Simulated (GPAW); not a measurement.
Runs of GPAW 26.7.0 on NbCu. It takes space group Fm-3m (No. 225, cubic). Conventional cell: a = 5.124 Å, b = 5.124 Å, c = 5.124 Å, α = 90.00°, β = 90.00°, γ = 90.00°. Around Nb (site symmetry m-3m) lie 6 Cu at 2.56 Å. Cu (site symmetry m-3m) is surrounded by 6 Nb at 2.56 Å. The cell was built by a generator and needn't be a form met in nature.

```tsv
level	U	gap on the mesh (eV)	pressure (GPa)
PBE+U	Nb d U = 5 eV	none	11.3
PBE+U	Nb d U = 2 eV	none	1.7
PBE+U	Nb d U = 8 eV	none	21.6
PBE+U	Nb d U = 6 eV	none	(a)
PBE+U	Nb d U = 3 eV	none	(b)
PBE	-	none	0.0
PBE+U	Nb d U = 1 eV	none	0.7
PBE+U	Nb d U = 4 eV	none	7.1
```

Alike in all rows: task single point; potentials or basis GPAW PAW data sets (gpaw-data 1.2.1), pw; no spin polarisation; cell as given; k mesh 9 × 9 × 9; cutoff (eV) 600; smearing fermi-dirac 0.05 eV.

Problem. Fill in the values left out.

Solution. (a) 14.9; (b) 3.8.

Caveats: with this Cu data set, volumes or pressures lay over 1.5 % or 2 GPa off other programs in two to four cells of ten; U without spin polarisation on a metal has little footing (some runs); the U is typed as a test and isn't derived for this compound (some runs).

A k mesh can miss the band edges, and the runs leave out spin-orbit coupling on Nb.

A gap of «none» marks a metal or a gap under the smearing width.
